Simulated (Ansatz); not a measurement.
**CH3AlFGa: basis-set convergence**

Aim: see how fast density functionals converge with the basis set for CH3AlFGa.

Computed with Ansatz 0.2.0, Gaussian basis. Level: one geometry, several basis sets.

Levels to be run: PBE0-D4/def2-SVP; ωB97M-V/def2-SVP; PBE0-D4/def2-QZVPP; ωB97M-V/def2-QZVPP; the functionals' def2-TZVPP values are taken from earlier runs.

**1. Structure used throughout**

The geometry comes from an earlier relaxation with PBE0-D4 in a triple-zeta def2 set; it is a stationary point, not always the lowest conformer.

SMILES `[F][Al]1[CH2][GaH]1`, 7 atoms, charge 0, spin multiplicity 1.

Atoms are counted from 1 here; the program's logs count them from 0.

Bond lengths: F1–Al2 1.650 Å, Al2–C3 1.925 Å, Al2–Ga4 2.404 Å, C3–Ga4 2.035 Å, C3–H5 1.120 Å, C3–H6 1.090 Å, Ga4–H7 1.570 Å. Angles: F1–Al2–C3 139.0°, F1–Al2–Ga4 163.7°, C3–Al2–Ga4 54.7°, Al2–C3–Ga4 74.7°, Al2–C3–H5 92.0°, Al2–C3–H6 142.7°, Ga4–C3–H5 95.6°, Ga4–C3–H6 131.2°, H5–C3–H6 108.4°, Al2–Ga4–C3 50.6°, Al2–Ga4–H7 166.1°, C3–Ga4–H7 133.9°.

**2. PBE0-D4 in def2-SVP**

in.yaml reads:

```yaml
crystal:
  periodic: [false, false, false]
  atoms:
    - {symbol: F, position_ang: [-0.633362, -2.679740, 1.150911]}
    - {symbol: Al, position_ang: [-0.349593, -1.303626, 0.286757]}
    - {symbol: C, position_ang: [0.462883, 0.424138, 0.533596]}
    - {symbol: Ga, position_ang: [-0.549322, 0.552785, -1.227343]}
    - {symbol: H, position_ang: [1.427634, 0.079359, 0.080739]}
    - {symbol: H, position_ang: [0.686662, 1.177209, 1.289408]}
    - {symbol: H, position_ang: [-1.044892, 1.749875, -2.114077]}
basis:
  gaussian: {orbitals: def2-SVP}
hamiltonian: {xc: pbe0, dispersion: d4}
output: {orbitals: {seedname: orbitals}}
```

Command:

```console
> ansatz run in.yaml --threads 2 --pin off --events-out ev --progress --plain --max-ram 4352MiB
```

The runs that follow: ωB97M-V in def2-SVP; PBE0-D4 in def2-QZVPP; ωB97M-V in def2-QZVPP.

Before running them: what should the planned runs give, taken together? Wanted: PBE0-D4: double and triple zeta above quadruple; ωB97M-V: double and triple zeta above quadruple.

**Answer**, as computed:

| quantity | value |
| --- | --- |
| PBE0-D4: double and triple zeta above quadruple | 15.32, 1.60 eV |
| ωB97M-V: double and triple zeta above quadruple | 15.33, 1.54 eV |

**Reading.** For PBE0-D4 the step from double to triple zeta gains 13.72 eV and the next only 1.60 eV. These are total energies; as a rule much of such shifts cancels in differences, which this series doesn't test.
